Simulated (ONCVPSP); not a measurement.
# An ONCV potential for Si, from input to tests

Do these settings give a usable potential? It is generated, then checked for transferability, scattering, ghosts and hardness.

The numbers are computed with ONCVPSP 4.0.1.1 (patched build) (PBE, scalar-relativistic, spin-unpolarised reference atom).

### Step 1. The atom and the settings

The settings as typed:

```json
{"element": "silicon (Si, Z = 14)", "type": "optimised norm-conserving Vanderbilt (ONCV)", "frozen core": "[Ne]", "valence charge": "4", "reference configuration": "3s2 3p2", "partial waves": "3s: rc 1.40 bohr, ncon 5, nbas 8, qcut 5.5 1/bohr, 2 projectors, debl 3.9 Ha; 3p: rc 2.25 bohr, ncon 4, nbas 8, qcut 3.9 1/bohr, 2 projectors, debl 2.9 Ha", "local potential": "polynomial inside 1.10 bohr (lpopt 5, dvloc0 4 Ha)", "core correction": "not asked for"}
```

The outer shells as boxes (Hund's rule for the drawing; the calculation is spin-unpolarised):

```
[Ne] core
3s [↑↓]
3p [↑ ][↑ ][  ]
```

The nodes and maxima of the atom's own shells, from an earlier all-electron run, set the scale for the radii.

All-electron outer shells of the reference configuration (PBE, scalar-relativistic, ld1.x):

| shell | level (eV) | outermost node (bohr) | outermost maximum (bohr) |
| --- | --- | --- | --- |
| 2s | -139.50 | 0.15 | 0.45 |
| 2p | -95.56 | – | 0.39 |
| 3s | -10.81 | 0.72 | 1.80 |
| 3p | -4.08 | 0.72 | 2.17 |

### Step 2. Generating the potential

File Si.dat:

```
# ATOM AND REFERENCE CONFIGURATION
# atsym  z   nc   nv     iexc    psfile
  Si 14.00    3    2        4      upf
#
#   n    l    f
    1    0    2.00
    2    0    2.00
    2    1    6.00
    3    0    2.00
    3    1    2.00
#
# PSEUDOPOTENTIAL AND OPTIMIZATION
# lmax
    1
#
#   l,   rc,      ep,       ncon, nbas, qcut
    0    1.40    0.00    5    8    5.50
    1    2.25    0.00    4    8    3.90
#
# LOCAL POTENTIAL
# lloc, lpopt,  rc(5),   dvloc0
    4    5    1.10    4.00
#
# VANDERBILT-KLEINMAN-BYLANDER PROJECTORs
# l, nproj, debl
    0    2    3.90
    1    2    2.90
#
# MODEL CORE CHARGE
# icmod, fcfact, rcfact
    0    0.00    0.00
#
# LOG DERIVATIVE ANALYSIS
# epsh1, epsh2, depsh
   -2.00    5.00    0.02
#
# OUTPUT GRID
# rlmax, drl
    6.00    0.01
#
# TEST CONFIGURATIONS
# ncnf
    4
# nvcnf
#   n    l    f
    2
    3    0    2.00
    3    1    1.00
#
    2
    3    0    2.00
    3    1    0.00
#
    2
    3    0    1.00
    3    1    0.00
#
    2
    3    0    2.00
    3    1    1.50
#
```

Launch:

```
$ oncvpsp.x < Si.dat > Si.out
```

Before running it: what results should come out? Wanted: cutoffs for 1 and 0.1 mHa per electron, occupied waves; bound ghosts; GHOST(+) flags; largest test error; largest phase difference near zero energy, channels read.

**Answer**, as computed:

| quantity | value |
| --- | --- |
| cutoffs for 1 and 0.1 mHa per electron, occupied waves | 63 Ha and 82 Ha |
| bound ghosts | s at -118.21 eV |
| GHOST(+) flags | none at low energy |
| largest test error (AE − PS) | +48 meV, for 3s1 3p0 |
| largest phase difference near zero energy, channels read | 0.001 rad |

In words: A bound ghost (s) makes it unfit for use: electrons can fall into a state that the atom doesn't have. The worst unpolarised test, 3s1 3p0, is off by 48 meV on 57.7 eV; by total energies transferability rates as fair. That test lies far up in energy; among those under 40 eV, nearer to bonding, the largest error is 7.2 meV. The potential is hard: the looser tolerance needs 63 Ha. At the looser tolerance the 3s wave is the slowest; 3p needs 3 Ha. Near zero energy the phases of the channels with partial waves agree within 0.001 rad. All of this concerns the isolated atom, not yet a solid.
